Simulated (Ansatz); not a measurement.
# FH₄NO₂Si: up Jacob's ladder to CCSD(T)

The task here is to estimate one member of a computed series from the others.

Method: functionals in def2-TZVPP, the program's frozen cores in correlated methods; program: Ansatz 0.2.0, Gaussian basis.

Levels to be run: PBE-D4, r2SCAN-D4, PBE0-D4, B3LYP-D4, ωB97X-V, ωB97M-V, B2PLYP; CCSD(T)/def2-TZVPP; CCSD(T)/def2-QZVPP; extrapolation to the limit.

## Structure used throughout

An earlier PBE0-D4 in a triple-zeta def2 set relaxation fixed the geometry.

SMILES `N[Si](O)(O)F`, 9 atoms, charge 0, spin multiplicity 1.

Atoms are counted from 1 here; the program's logs count them from 0.

Bond lengths: N1–Si2 1.690 Å, N1–H6 1.006 Å, N1–H7 1.006 Å, Si2–O3 1.631 Å, Si2–O4 1.625 Å, Si2–F5 1.594 Å, O3–H8 0.958 Å, O4–H9 0.959 Å. Angles: Si2–N1–H6 121.1°, Si2–N1–H7 119.7°, H6–N1–H7 111.8°, N1–Si2–O3 113.6°, N1–Si2–O4 113.2°, N1–Si2–F5 104.5°, O3–Si2–O4 105.6°, O3–Si2–F5 109.7°, O4–Si2–F5 110.3°, Si2–O3–H8 117.1°, Si2–O4–H9 116.9°.

Coordinates:

```mol
FH4NO2Si
  3D, bonds by distance, orders not assigned

  9  8  0  0  0  0  0  0  0  0999 V2000
   -0.8345    0.2807    1.1188 N   0  0
    0.2812    0.1005   -0.1375 Si  0  0
    0.6161   -1.4546   -0.4969 O   0  0
   -0.2098    0.7745   -1.5328 O   0  0
    1.5988    0.8241    0.3914 F   0  0
   -1.7964    0.0096    1.0031 H   0  0
   -0.7360    1.0435    1.7676 H   0  0
    0.8952   -2.0185    0.2256 H   0  0
    0.1854    0.4401   -2.3394 H   0  0
  1  2  8  0
  2  3  8  0
  2  4  8  0
  2  5  8  0
  1  6  8  0
  1  7  8  0
  3  8  8  0
  4  9  8  0
M  END
```

Set-up of the first run:

Contents of in.yaml:

```yaml
crystal:
  periodic: [false, false, false]
  atoms:
    - {symbol: N, position_ang: [-0.834512, 0.280739, 1.118843]}
    - {symbol: Si, position_ang: [0.281218, 0.100515, -0.137524]}
    - {symbol: O, position_ang: [0.616107, -1.454586, -0.496880]}
    - {symbol: O, position_ang: [-0.209843, 0.774527, -1.532780]}
    - {symbol: F, position_ang: [1.598796, 0.824092, 0.391428]}
    - {symbol: H, position_ang: [-1.796395, 0.009606, 1.003114]}
    - {symbol: H, position_ang: [-0.736004, 1.043531, 1.767638]}
    - {symbol: H, position_ang: [0.895228, -2.018508, 0.225596]}
    - {symbol: H, position_ang: [0.185405, 0.440075, -2.339434]}
basis:
  gaussian: {orbitals: def2-TZVPP}
hamiltonian: {xc: pbe, dispersion: d4}
output: {forces: true, orbitals: {seedname: orbitals}}
```

Run with:

```sh
$ ansatz run in.yaml --threads 2 --pin off --events-out ev --progress --plain --max-ram 22528MiB --backend cpu
```

Steps of the session up to this table: PBE-D4 (GGA); r2SCAN-D4 (meta-GGA); PBE0-D4 (hybrid); B3LYP-D4 (hybrid); ωB97X-V (range-separated); ωB97M-V (range-separated); B2PLYP (double hybrid); CCSD(T) in def2-TZVPP; CCSD(T) in def2-QZVPP.

One table of the session follows, with a row left open; its other results are not shown here.

```
            method  atomisation energy (kcal/mol)
            PBE-D4                              ?
         r2SCAN-D4                          870.4
           PBE0-D4                          860.6
          B3LYP-D4                          868.1
           ωB97X-V                          873.7
           ωB97M-V                          876.0
            B2PLYP                          863.3
     HF/def2-TZVPP                          608.4
    MP2/def2-TZVPP                          874.9
   CCSD/def2-TZVPP                          834.4
CCSD(T)/def2-TZVPP                          848.0
           MP2/CBS                          905.5
       CCSD(T)/CBS                          878.9
```

**Question.** Estimate the row for PBE-D4.

As computed: atomisation energy (kcal/mol): 883.2. In the column «atomisation energy (kcal/mol)» it lies between CCSD(T)/CBS (878.9) and MP2/CBS (905.5).
